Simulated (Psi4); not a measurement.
**ZnH2 (SMILES [ZnH2]): wB97M-V/def2-TZVPD (sweep point 4)**

What is the vertical electron affinity of ZnH2 at wB97M-V/def2-TZVPD (sweep point 4)? Input form: a Python script.

The calculation is run with Psi4 1.11.

### 1 The system as given

ZnH2: 3 atoms, total charge 0, spin state singlet. SMILES: `[ZnH2]`. The shape is that of a PBE0-D4/def2-TZVP optimisation.

Bond lengths: Zn1–H2 1.544 Å, Zn1–H3 1.544 Å. Angles: H2–Zn1–H3 180.0°.

### 2 The energy at wB97M-V/def2-TZVPD (sweep point 4)

The input, calc.py:

```python
import psi4

psi4.set_memory(1600000000)
psi4.set_num_threads(1)
psi4.core.set_output_file('h2zn.out', False)

geom = psi4.geometry("""
0 1
Zn    -0.003700    -0.021600    -0.004400
H      0.590600     1.324200     0.465500
H     -0.597900    -1.367400    -0.474400
symmetry c1
""")

psi4.set_options(dict(basis='def2-TZVPD', reference='rks', puream=True, scf_type='pk', dft_radial_points=99, dft_spherical_points=590))

e, wfn = psi4.energy("WB97M-V", return_wfn=True)
print(f'total energy {e:.8f} hartree = {e * 27.211386:.5f} eV')
```

Command:

```sh
$ python calc.py
```

h2zn.out:

```text
[...]
  Running in c1 symmetry.
[...]
  Nuclear repulsion =   20.729909730469121
[...]
  Multiplicity = 1
[...]
  Nalpha       = 16
  Nbeta        = 16
[...]
    Number of basis functions: 69
[...]
   @RKS iter   1: -1777.94641445461593   -8.78011e-01   5.90283e-02 ADIIS/DIIS
[...]
   @RKS iter   9: -1780.45514675530899   -1.66972e-08   1.97810e-07 DIIS
[...]
    Orbital Energies [Eh]
    ---------------------
    Doubly Occupied:
       1A   -347.846493     2A    -42.506085     3A    -37.377162
       4A    -37.377162     5A    -37.374219     6A     -5.014403
       7A     -3.374161     8A     -3.374161     9A     -3.368319
      10A     -0.640640    11A     -0.627540    12A     -0.627540
      13A     -0.623279    14A     -0.623279    15A     -0.445979
      16A     -0.375812
[...]
  @RKS Final Energy: -1780.45514675530899
   => Energetics <=
    Nuclear Repulsion Energy =             20.7299097304691209
    One-Electron Energy =               -2524.1018917606120340
    Two-Electron Energy =                 779.6877928906686748
    DFT Exchange-Correlation Energy =     -56.9065362136314974
    Empirical Dispersion Energy =           0.0000000000000000
    VV10 Nonlocal Energy =                  0.1355785977966466
    Total Energy =                      -1780.4551467553089878
[...]
 Multipole Moments:
 ------------------------------------------------------------------------------------
     Multipole            Electronic (a.u.)      Nuclear  (a.u.)        Total (a.u.)
 ------------------------------------------------------------------------------------
 L = 1.  Multiply by 2.5417464519 to convert [e a0] to [Debye]
 Dipole X            :         -0.0001404            0.0000883           -0.0000521
 Dipole Y            :         -0.0001651            0.0001038           -0.0000612
 Dipole Z            :         -0.0000142            0.0000078           -0.0000064
 Magnitude           :                                                    0.0000806
[...]
```

The script printed:

```text
total energy -1780.45514676 hartree = -48448.65225 eV
```

Wall time 37 s (1 thread of Intel Xeon Platinum 8259CL at 2.50GHz (Skylake/Cascade Lake), shared host); peak memory 1.1 GiB.

### 3 The doublet anion

The input, calc.py:

```python
import psi4

psi4.set_memory(1600000000)
psi4.set_num_threads(1)
psi4.core.set_output_file('psi4.out', False)

m = psi4.geometry("""
-1 2
Zn    -0.003700    -0.021600    -0.004400
H      0.590600     1.324200     0.465500
H     -0.597900    -1.367400    -0.474400
symmetry c1
""")

psi4.set_options({
    'reference': 'uks',
    'puream': True,
    'scf_type': 'pk',
    'dft_radial_points': 99,
    'dft_spherical_points': 590,
    'maxiter': 150,
})

E, wfn = psi4.energy('wb97m-v/def2-TZVPD', return_wfn=True)
print('E =', round(E, 9))
for k, v in sorted(psi4.core.scalar_variables().items()):
    print(f'{k:45s} {v:18.10f}')
```

Command:

```sh
$ python calc.py
```

psi4.out:

```text
[...]
  Running in c1 symmetry.
[...]
  Nuclear repulsion =   20.729909730469121
[...]
  Multiplicity = 2
[...]
  Nalpha       = 17
  Nbeta        = 16
[...]
    Number of basis functions: 69
[...]
   @UKS iter   1: -1777.52188934537139   -4.53486e-01   6.08483e-02 DIIS/ADIIS
[...]
   @UKS iter  11: -1780.43283272865483   -3.53066e-09   1.65257e-07 DIIS
[...]
   @S^2 Observed:                7.515040289E-01
[...]
    Orbital Energies [Eh]
    ---------------------
    Alpha Occupied:
       1A   -347.658901     2A    -42.318695     3A    -37.190025
       4A    -37.189226     5A    -37.187487     6A     -4.826640
       7A     -3.187089     8A     -3.184024     9A     -3.182171
      10A     -0.455133    11A     -0.438176    12A     -0.437983
      13A     -0.437565    14A     -0.434810    15A     -0.273820
      16A     -0.203072    17A      0.024926
    Alpha Virtual:
      18A      0.130328    19A      0.137970    20A      0.172791
      21A      0.212825    22A      0.219181    23A      0.261782
      24A      0.311047    25A      0.334099    26A      0.343463
[...]
  @UKS Final Energy: -1780.43283272865483
   => Energetics <=
    Nuclear Repulsion Energy =             20.7299097304691209
    One-Electron Energy =               -2530.0275253414379222
    Two-Electron Energy =                 785.6523442984331496
    DFT Exchange-Correlation Energy =     -56.9255227182786854
    Empirical Dispersion Energy =           0.0000000000000000
    VV10 Nonlocal Energy =                  0.1379613021594079
    Total Energy =                      -1780.4328327286550575
[...]
 Multipole Moments:
 ------------------------------------------------------------------------------------
     Multipole            Electronic (a.u.)      Nuclear  (a.u.)        Total (a.u.)
 ------------------------------------------------------------------------------------
 L = 1.  Multiply by 2.5417464519 to convert [e a0] to [Debye]
 Dipole X            :         -0.0000217            0.0000883            0.0000666
 Dipole Y            :         -0.0000011            0.0001038            0.0001028
 Dipole Z            :         -0.0000148            0.0000078           -0.0000070
 Magnitude           :                                                    0.0001227
[...]
```

On the terminal:

```text
E = -1780.432832729
CURRENT ENERGY                                  -1780.4328327287
CURRENT REFERENCE ENERGY                        -1780.4328327287
DD SOLVATION ENERGY                                 0.0000000000
DFT FUNCTIONAL TOTAL ENERGY                     -1780.4328327287
DFT TOTAL ENERGY                                -1780.4328327287
DFT VV10 ENERGY                                     0.1379613022
DFT XC ENERGY                                     -56.9255227183
GRID ELECTRONS ALPHA                               17.0000396914
GRID ELECTRONS BETA                                15.9999999869
GRID ELECTRONS TOTAL                               33.0000396783
NUCLEAR REPULSION ENERGY                           20.7299097305
ONE-ELECTRON ENERGY                             -2530.0275253414
PCM POLARIZATION ENERGY                             0.0000000000
PE ENERGY                                           0.0000000000
SCF ITERATION ENERGY                            -1780.4328327287
SCF ITERATIONS                                     11.0000000000
SCF TOTAL ENERGY                                -1780.4328327287
TWO-ELECTRON ENERGY                               785.6523442984
XC GRID RADIAL POINTS                              99.0000000000
XC GRID SPHERICAL POINTS                          590.0000000000
XC GRID TOTAL POINTS                           170074.0000000000
```

Run time: 59 s. Hardware: 1 thread of Intel Xeon Platinum 8259CL at 2.50GHz (Skylake/Cascade Lake), shared host; peak memory 1.1 GiB.

### 4 Results

At wB97M-V/def2-TZVPD (sweep point 4):

```
                                         quantity           value
                       singlet ZnH2: total energy  -1780.45515 Eh
                      singlet ZnH2: dipole moment          0.00 D
                        singlet ZnH2: HOMO energy       -10.23 eV
                        singlet ZnH2: LUMO energy         0.27 eV
                      singlet ZnH2: HOMO–LUMO gap        10.50 eV
                      doublet anion: total energy  -1780.43283 Eh
doublet anion: HOMO energy (highest over α and β)         0.68 eV
 doublet anion: LUMO energy (lowest over α and β)         3.55 eV
                              doublet anion: ⟨S²⟩           0.752
vertical electron affinity (to the doublet anion)       -0.607 eV
```

In words: The anion lies 0.61 eV (58.6 kJ/mol) above the neutral: the electron isn't bound at this level, and such a value depends on the basis. The HOMO (doublet anion) lies at positive energy, 0.68 eV; only total energies tell whether the electron is bound.
